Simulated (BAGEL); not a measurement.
**CH2AlF3 (AlH2(CF3)): levels of theory compared**

Wanted: a comparison of 3 runs (B3LYP/6-31G*, B3LYP/def2-SVP, PBE0/def2-SVP) of CH2AlF3 (AlH2(CF3)). 

Program for the calculation: BAGEL 1.2.2.

5 further runs of the same task are left out: 3 that didn't finish, 2 set aside as unsound or not needed.

## Step 1: The molecule

CH2AlF3: 7 atoms, total charge 0, spin state singlet. SMILES: `[H][Al]([H])[C](F)(F)F`. The shape comes from GFN1-xTB, which is rough for such elements, and wasn't checked as a minimum.

Bond lengths: Al1–C4 1.987 Å, C4–F5 1.367 Å, C4–F6 1.357 Å, C4–F7 1.364 Å, Al1–H2 1.534 Å, Al1–H3 1.535 Å. Angles: Al1–C4–F5 109.6°, Al1–C4–F6 119.9°, Al1–C4–F7 111.4°, F5–C4–F6 104.9°, F5–C4–F7 104.7°, F6–C4–F7 105.1°, H2–Al1–C4 117.4°, H3–Al1–C4 117.9°, H2–Al1–H3 124.6°.

## Step 2: A single-point energy at B3LYP/6-31G(d) (density fitting with qzvpp-jkfit, spherical functions) (run 1)

Contents of input.json:

```json
{ "bagel": [

{
  "title": "molecule",
  "basis": "6-31gs.json",
  "df_basis": "qzvpp-jkfit",
  "angstrom": true,
  "geometry": [
    { "atom": "Al", "xyz": [    0.582820,    1.010270,   -0.017270 ] },
    { "atom": "H", "xyz": [    2.112350,    0.934920,    0.073090 ] },
    { "atom": "H", "xyz": [   -0.230140,    2.312230,    0.012760 ] },
    { "atom": "C", "xyz": [   -0.415430,   -0.707850,   -0.057220 ] },
    { "atom": "F", "xyz": [    0.248350,   -1.641110,    0.688970 ] },
    { "atom": "F", "xyz": [   -0.663110,   -1.319300,   -1.242600 ] },
    { "atom": "F", "xyz": [   -1.634830,   -0.589160,    0.542280 ] }
  ]
},
{ "title": "ks", "xc_func": "b3lyp" },
{ "title": "print", "file": "orbitals.molden", "orbitals": true }

]}
```

The basis set 6-31G* is read from a file made from the Basis Set Exchange's data (not shown).

The run is started by

```bash
BAGEL_NUM_THREADS=1 BAGEL input.json > input.out
```

Standard output:

```text
* using 1 threads per process

  ===============================================================
  ===============================================================

  *** Geometry ***

  { "atom" : "Al", "xyz" : [      1.101370,      1.909134,     -0.032636 ] },
  { "atom" : "H", "xyz" : [      3.991763,      1.766743,      0.138120 ] },
  { "atom" : "H", "xyz" : [     -0.434902,      4.369481,      0.024113 ] },
  { "atom" : "C", "xyz" : [     -0.785049,     -1.337643,     -0.108130 ] },
  { "atom" : "F", "xyz" : [      0.469313,     -3.101248,      1.301965 ] },
  { "atom" : "F", "xyz" : [     -1.253096,     -2.493116,     -2.348174 ] },
  { "atom" : "F", "xyz" : [     -3.089381,     -1.113351,      1.024761 ] },

  Number of auxiliary basis functions:      470

  Since a DF basis is specified, we compute 2- and 3-index integrals:
    o Being stored without compression. Storage requirement is 0.023 GB

  Number of basis functions:       78
  Number of electrons      :       48

    * METHOD: MOLECULE                             0.19

  *** Kohn-Sham DFT ***

    * Removing 12372 points whose weight is below 1.00e-10
    * Grid points: 91970

  === Nuclear Repulsion ===
   228.0709557933

       - DIIS with orbital gradients will be used.

  === KS iteration (b3lyp / 6-31gs.json) ===
      0       -549.75023686          0.13242656           0.28
      1       -450.66384842          0.12769921           0.27
      2       -451.87257487          0.19399443           0.27
      3       -561.41188984          0.13123966           0.28
      4       -506.07489186          0.17670410           0.27
      5       -505.18964810          0.18260379           0.27
      6       -564.72198393          0.12443634           0.27
      7       -453.25022046          0.18517672           0.27
      8       -573.96682736          0.07214814           0.27
      9       -580.88488954          0.01971863           0.27
     10       -581.10378804          0.01507776           0.27
     11       -581.18577184          0.00988587           0.27
     12       -581.22196295          0.00408870           0.27
     13       -581.23008403          0.00158485           0.27
     14       -581.23086766          0.00071385           0.27
     15       -581.23106152          0.00005299           0.27
     16       -581.23106281          0.00000730           0.27
     17       -581.23106285          0.00000385           0.27
     18       -581.23106286          0.00000218           0.28
     19       -581.23106286          0.00000025           0.28
     20       -581.23106286          0.00000008           0.28
     21       -581.23106286          0.00000004           0.28
     22       -581.23106286          0.00000001           0.28
     23       -581.23106286          0.00000000           0.28
    * SCF iteration converged.

    * Permanent dipole moment:
           (   -0.409970,    -0.722157,     0.086540) a.u.

    * METHOD: KS                                   6.93

    * METHOD: PRINT                                0.01

  ===============================================================
```

Run time: 7.5 s. Hardware: 1 thread of Arm Neoverse V2, shared host; peak memory 0.36 GiB.

## Step 3: A single-point energy at B3LYP/def2-SVP (density fitting with qzvpp-jkfit) (run 2)

Contents of dft.json:

```json
{ "bagel" : [

{
  "title" : "molecule",
  "basis" : "svp",
  "df_basis" : "qzvpp-jkfit",
  "angstrom" : true,
  "geometry" : [
    { "atom" : "Al", "xyz" : [    0.582820,    1.010270,   -0.017270 ] },
    { "atom" : "H", "xyz" : [    2.112350,    0.934920,    0.073090 ] },
    { "atom" : "H", "xyz" : [   -0.230140,    2.312230,    0.012760 ] },
    { "atom" : "C", "xyz" : [   -0.415430,   -0.707850,   -0.057220 ] },
    { "atom" : "F", "xyz" : [    0.248350,   -1.641110,    0.688970 ] },
    { "atom" : "F", "xyz" : [   -0.663110,   -1.319300,   -1.242600 ] },
    { "atom" : "F", "xyz" : [   -1.634830,   -0.589160,    0.542280 ] }
  ]
},
{
  "title" : "ks",
  "xc_func" : "b3lyp"
},
{
  "title" : "print",
  "file" : "orbitals.molden",
  "orbitals" : true
}

]}
```

The run is started by

```bash
BAGEL_NUM_THREADS=1 BAGEL dft.json > dft.out
```

Standard output:

```text
* using 1 threads per process

  ===============================================================
  ===============================================================

  *** Geometry ***

  { "atom" : "Al", "xyz" : [      1.101370,      1.909134,     -0.032636 ] },
  { "atom" : "H", "xyz" : [      3.991763,      1.766743,      0.138120 ] },
  { "atom" : "H", "xyz" : [     -0.434902,      4.369481,      0.024113 ] },
  { "atom" : "C", "xyz" : [     -0.785049,     -1.337643,     -0.108130 ] },
  { "atom" : "F", "xyz" : [      0.469313,     -3.101248,      1.301965 ] },
  { "atom" : "F", "xyz" : [     -1.253096,     -2.493116,     -2.348174 ] },
  { "atom" : "F", "xyz" : [     -3.089381,     -1.113351,      1.024761 ] },

  Number of auxiliary basis functions:      470

  Since a DF basis is specified, we compute 2- and 3-index integrals:
    o Being stored without compression. Storage requirement is 0.027 GB

  Number of basis functions:       84
  Number of electrons      :       48

    * METHOD: MOLECULE                             0.18

  *** Kohn-Sham DFT ***

    * Removing 12372 points whose weight is below 1.00e-10
    * Grid points: 91970

  === Nuclear Repulsion ===
   228.0709557933

       - DIIS with orbital gradients will be used.

  === KS iteration (b3lyp / svp) ===
      0       -549.16236155          0.12972714           0.30
      1       -441.88329553          0.12653446           0.28
      2       -451.98153516          0.19096136           0.28
      3       -560.65328273          0.11928952           0.28
      4       -508.25867132          0.15314649           0.28
      5       -560.00327365          0.18133865           0.28
      6       -558.87304788          0.18485337           0.28
      7       -443.52145680          0.15413598           0.28
      8       -572.25198734          0.07040826           0.28
      9       -574.26258592          0.06425872           0.28
     10       -580.39966985          0.03248406           0.28
     11       -580.76880731          0.01754161           0.29
     12       -580.91106825          0.00419849           0.29
     13       -580.92010906          0.00210035           0.29
     14       -580.92158710          0.00168655           0.30
     15       -580.92302835          0.00022251           0.30
     16       -580.92306137          0.00001941           0.30
     17       -580.92306160          0.00000437           0.30
     18       -580.92306161          0.00000184           0.29
     19       -580.92306161          0.00000084           0.30
     20       -580.92306161          0.00000029           0.30
     21       -580.92306161          0.00000007           0.29
     22       -580.92306161          0.00000004           0.30
     23       -580.92306161          0.00000001           0.29
    * SCF iteration converged.

    * Permanent dipole moment:
           (   -0.437760,    -0.772415,     0.094332) a.u.

    * METHOD: KS                                   7.32

    * METHOD: PRINT                                0.01

  ===============================================================
```

Wall time 7.8 s (1 thread of Arm Neoverse V2, shared host); peak memory 0.39 GiB.

## Step 4: The energy at PBE0/def2-SVP (density fitting with qzvpp-jkfit) (run 3)

Edit dft.json of step 3 so:

```diff
@@ -19,3 +19,3 @@
   "title" : "ks",
-  "xc_func" : "b3lyp"
+  "xc_func" : "pbe0"
 },
```

The run is started by

```bash
BAGEL_NUM_THREADS=1 BAGEL dft.json > dft.out
```

Standard output:

```text
* using 1 threads per process

  ===============================================================
  ===============================================================

  *** Geometry ***

  { "atom" : "Al", "xyz" : [      1.101370,      1.909134,     -0.032636 ] },
  { "atom" : "H", "xyz" : [      3.991763,      1.766743,      0.138120 ] },
  { "atom" : "H", "xyz" : [     -0.434902,      4.369481,      0.024113 ] },
  { "atom" : "C", "xyz" : [     -0.785049,     -1.337643,     -0.108130 ] },
  { "atom" : "F", "xyz" : [      0.469313,     -3.101248,      1.301965 ] },
  { "atom" : "F", "xyz" : [     -1.253096,     -2.493116,     -2.348174 ] },
  { "atom" : "F", "xyz" : [     -3.089381,     -1.113351,      1.024761 ] },

  Number of auxiliary basis functions:      470

  Since a DF basis is specified, we compute 2- and 3-index integrals:
    o Being stored without compression. Storage requirement is 0.027 GB

  Number of basis functions:       84
  Number of electrons      :       48

    * METHOD: MOLECULE                             0.17

  *** Kohn-Sham DFT ***

    * Removing 12372 points whose weight is below 1.00e-10
    * Grid points: 91970

  === Nuclear Repulsion ===
   228.0709557933

       - DIIS with orbital gradients will be used.

  === KS iteration (pbe0 / svp) ===
      0       -548.74239829          0.12953756           0.29
      1       -442.21156569          0.13391692           0.28
      2       -452.47888460          0.18927514           0.27
      3       -561.88905797          0.11394826           0.28
      4       -535.20715093          0.13624724           0.28
      5       -567.16693093          0.10052711           0.27
      6       -567.00099262          0.10513358           0.28
      7       -494.33784311          0.26796881           0.28
      8       -563.94724912          0.14417381           0.28
      9       -579.79264477          0.03418374           0.28
[... 11 lines of this table left out ...]
     21       -580.45769910          0.00000008           0.28
     22       -580.45769910          0.00000006           0.27
     23       -580.45769910          0.00000001           0.28
     24       -580.45769910          0.00000001           0.28
    * SCF iteration converged.

    * Permanent dipole moment:
           (   -0.446286,    -0.787110,     0.094525) a.u.

    * METHOD: KS                                   7.33

    * METHOD: PRINT                                0.01

  ===============================================================
```

It took 7.8 s on 1 thread of Arm Neoverse V2, shared host; peak memory 0.39 GiB.

## Step 5: All runs side by side

```csv
run,level,energy (Eh),dipole moment (D),HOMO energy (eV),LUMO energy (eV),wall time
1,"B3LYP/6-31G* (density fitting with qzvpp-jkfit, spherical functions)",-581.231063,2.12,-8.37,-2.34,7.5 s
2,B3LYP/def2-SVP (density fitting with qzvpp-jkfit),-580.923062,2.27,-8.58,-2.42,7.8 s
3,PBE0/def2-SVP (density fitting with qzvpp-jkfit),-580.457699,2.31,-8.86,-2.20,7.8 s
```

## Step 6: Results

```
            quantity          value
 run 3: total energy  -580.45770 Eh
run 3: dipole moment         2.31 D
  run 3: HOMO energy       -8.86 eV
  run 3: LUMO energy       -2.20 eV
run 3: HOMO–LUMO gap        6.66 eV
```

What this shows: The dipole moment (its size) runs from 2.12 D (B3LYP/6-31G*) to 2.31 D (PBE0/def2-SVP). The two ends differ in method and basis. The HOMO–LUMO gap runs from 6.03 eV (B3LYP/6-31G*) to 6.66 eV (PBE0/def2-SVP). Totals of different functionals can't be ranked against each other. All runs together took 23 s, the longest 7.8 s.
